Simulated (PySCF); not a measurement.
# C5H8BF: circular dichroism and optical rotation

Aim: compute the circular dichroism and optical rotation of C5H8BF (`CB[C@@]12C[C@@H]1[C@@H]2F`).

Computed with PySCF 2.14.0 and routines of our own; the level stands in each step. Atoms count from 0.

## 1. The system as given

15 atoms, charge 0, multiplicity 1; geometry from: GFN2-xTB.

## 2. Circular dichroism and optical rotation: TDDFT CAM-B3LYP/def2-SVPD

The job: settings as JSON, then the geometry in Å.

```
{"job": {"kind": "ecd", "xc": "CAM-B3LYP", "basis": "def2-SVPD", "nstates": 16}, "charge": 0, "multiplicity": 1}
C      2.215269    -0.254440    -0.468463
B      0.928462     0.648472    -0.559526
C     -0.330777     0.293363     0.209706
C     -1.670335     1.002156     0.357861
C     -1.650265    -0.421516    -0.048307
C     -0.750298    -0.901231     1.019804
F     -1.127932    -0.733282     2.328393
H      2.225476    -0.931614     0.381396
H      2.278740    -0.868983    -1.367674
H      3.131917     0.330531    -0.444764
H      0.926484     1.611470    -1.229354
H     -1.930066     1.739527    -0.390167
H     -2.003240     1.251190     1.356854
H     -2.020420    -0.910645    -0.925320
H     -0.227429    -1.847007     0.928377
```

With the program's defaults for keys left out, this is: TDDFT CAM-B3LYP/def2-SVPD circular dichroism and optical rotation, one conformer, gas phase.

Run with:

```bash
OMP_NUM_THREADS=1 python excited_run.py task.json out
```

The driver reads the jobs from task.json and runs them one after another.

Log:

```text
coarse grid: 12568 points
cycle   1  E = -319.4662583101  dE =  1.238e+00  |g| = 5.221e-01  |ddm| = 6.666e+00
cycle   2  E = -319.4656236785  dE =  6.346e-04  |g| = 5.975e-01  |ddm| = 1.629e+00
cycle   3  E = -319.5260152794  dE = -6.039e-02  |g| = 6.290e-02  |ddm| = 7.277e-01
cycle   4  E = -319.5266298450  dE = -6.146e-04  |g| = 3.026e-02  |ddm| = 1.298e-01
cycle   5  E = -319.5268395631  dE = -2.097e-04  |g| = 5.035e-03  |ddm| = 5.120e-02
cycle   6  E = -319.5268455380  dE = -5.975e-06  |g| = 1.743e-03  |ddm| = 1.439e-02
final grid: 121832 points
cycle   7  E = -319.5850773974  dE = -4.110e-05  |g| = 4.857e-03  |ddm| = 1.151e-01
cycle   8  E = -319.5850763212  dE =  1.076e-06  |g| = 5.735e-03  |ddm| = 1.838e-02
cycle   9  E = -319.5850826471  dE = -6.326e-06  |g| = 4.838e-04  |ddm| = 7.207e-03
cycle  10  E = -319.5850826881  dE = -4.101e-08  |g| = 2.028e-04  |ddm| = 9.484e-04
cycle  11  E = -319.5850826980  dE = -9.945e-09  |g| = 3.194e-05  |ddm| = 5.113e-04
cycle  12  E = -319.5850826984  dE = -3.369e-10  |g| = 1.515e-05  |ddm| = 1.148e-04
converged SCF energy = -319.5850826984

Singlet excitations and rotatory strengths (1e-40 esu^2 cm^2)
state   eV       nm     f(len)   f(vel)    R(len)    R(vel)   main configurations
  1   5.7919   214.1  0.01180  0.01153    40.469    40.466   H-1->L 0.82, H->L 0.08
  2   6.0939   203.5  0.03523  0.03405   -30.850   -30.395   H-2->L 0.89
  3   6.3223   196.1  0.23659  0.23846    -7.512    -7.404   H->L 0.83, H-1->L 0.08
  4   7.2295   171.5  0.01219  0.01157    48.703    47.721   H-3->L 0.84
  5   7.9542   155.9  0.00309  0.00310    -2.571    -2.996   H->L+1 0.81
  6   8.2144   150.9  0.01274  0.01370   -14.933   -14.982   H-1->L+1 0.82
  7   8.3526   148.4  0.00613  0.00629     9.685     9.443   H-5->L 0.62, H-4->L 0.25
  8   8.4661   146.4  0.00614  0.00713    19.188    20.215   H->L+2 0.66, H->L+4 0.11
  9   8.5275   145.4  0.00510  0.00513   -19.814   -19.296   H-4->L 0.57, H-5->L 0.24
 10   8.5539   144.9  0.01191  0.01001    -8.843    -8.433   H-2->L+1 0.70
 11   8.6797   142.8  0.01699  0.02136     5.812     6.566   H->L+3 0.49, H->L+4 0.17, H-2->L+1 0.12
 12   8.8136   140.7  0.03039  0.03261   -34.812   -36.909   H-1->L+2 0.60, H-1->L+4 0.12
 13   8.8944   139.4  0.02816  0.02779    -1.095    -1.516   H-1->L+3 0.38, H->L+4 0.20, H->L+3 0.13
 14   8.9338   138.8  0.00991  0.01058    -8.046    -8.645   H->L+4 0.37, H-1->L+3 0.29, H->L+3 0.11
 15   9.0550   136.9  0.03960  0.04141     5.827     4.541   H-1->L+4 0.56, H-1->L+2 0.10
 16   9.1141   136.0  0.03288  0.03539    33.723    34.719   H-2->L+2 0.77

Specific rotation (deg / (dm g/mL))
    nm     length   length(OI)   velocity    alpha(len)  alpha(vel)
  633.0     131.97     132.79     132.96       71.739     71.637
  589.3     157.38     158.36     158.58       72.032     71.931
  546.0     191.11     192.29     192.58       72.401     72.302
  436.0     356.95     359.08     359.79       73.972     73.878
  405.0     448.69     451.33     452.32       74.711     74.620
  365.0     638.26     641.91     643.52       76.039     75.953
  355.0     706.53     710.53     712.38       76.466     76.381
```

Run time: 2.1 min. Hardware: 1 thread of Arm Neoverse N1, shared host; peak memory 0.97 GiB.

## 3. What came out

| quantity | value |
| --- | --- |
| state of largest rotatory strength (velocity form) among 16 (step 2, TDDFT CAM-B3LYP/def2-SVPD) | 7.23 eV, R = +47.7 (velocity), +48.7 (length) ·10⁻⁴⁰ esu² cm² |
| specific rotation at 633.0 nm (step 2, TDDFT CAM-B3LYP/def2-SVPD) | 133.0 (velocity), 132.0 (length) |

In words: Rotations belong to one conformer.
